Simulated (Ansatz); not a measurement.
# CH6BGa: the cost of one run

Computed with Ansatz 0.2.0, Gaussian basis. Level: the settings change from run to run.

### 1 The geometry

An earlier PBE0-D4 in a triple-zeta def2 set relaxation fixed the geometry.

SMILES `B[CH2][GaH2]`, 9 atoms, charge 0, spin multiplicity 1.

Atoms are counted from 1 here; the program's logs count them from 0.

Bond lengths: B1–C2 1.513 Å, B1–H4 1.200 Å, B1–H5 1.200 Å, C2–Ga3 2.011 Å, C2–H6 1.095 Å, C2–H7 1.090 Å, Ga3–H8 1.567 Å, Ga3–H9 1.567 Å. Angles: C2–B1–H4 120.6°, C2–B1–H5 120.8°, H4–B1–H5 118.3°, B1–C2–Ga3 101.7°, B1–C2–H6 116.1°, B1–C2–H7 117.9°, Ga3–C2–H6 100.6°, Ga3–C2–H7 104.3°, H6–C2–H7 113.0°, C2–Ga3–H8 119.2°, C2–Ga3–H9 118.2°, H8–Ga3–H9 122.4°.

Coordinates:

```xyz
9
charge 0, multiplicity 1
B    -0.6632    0.6886   -0.9935
C     0.6723    0.2886   -0.4063
Ga    0.1070   -0.8169    1.1756
H    -1.2504   -0.0489   -1.7359
H    -1.2030    1.7068   -0.6573
H     1.2453   -0.4515   -0.9744
H     1.2966    1.0730    0.0228
H    -0.3953   -2.2828    0.9442
H     0.2791   -0.2032    2.6076
```

### 2 rPW86-PBE/ANO-RCC-VTZP

Options: D3(BJ) dispersion, relativity set to scalar, the search for lower states set to full.

in.yaml reads:

```yaml
crystal:
  periodic: [false, false, false]
  atoms:
    - {symbol: B, position_ang: [-0.663210, 0.688627, -0.993499]}
    - {symbol: C, position_ang: [0.672341, 0.288556, -0.406274]}
    - {symbol: Ga, position_ang: [0.107034, -0.816929, 1.175625]}
    - {symbol: H, position_ang: [-1.250440, -0.048923, -1.735949]}
    - {symbol: H, position_ang: [-1.202973, 1.706788, -0.657291]}
    - {symbol: H, position_ang: [1.245320, -0.451493, -0.974354]}
    - {symbol: H, position_ang: [1.296590, 1.072989, 0.022795]}
    - {symbol: H, position_ang: [-0.395296, -2.282776, 0.944199]}
    - {symbol: H, position_ang: [0.279133, -0.203239, 2.607649]}
basis:
  gaussian: {orbitals: ANO-RCC-VTZP}
hamiltonian: {xc: {name: rPW86-PBE}, dispersion: d3bj, pseudopotentials: {relativity: scalar}}
scf: {lower_state_search: full}
output: {forces: true}
```

Run with:

```console
$ ansatz run in.yaml --threads 2 --pin off --events-out ev --progress --plain --max-ram 4352MiB
```

Q: Estimate wall time and peak memory on 2 threads of Arm Neoverse V2, shared host.

About 13 s, with a peak of 0.33 GiB.
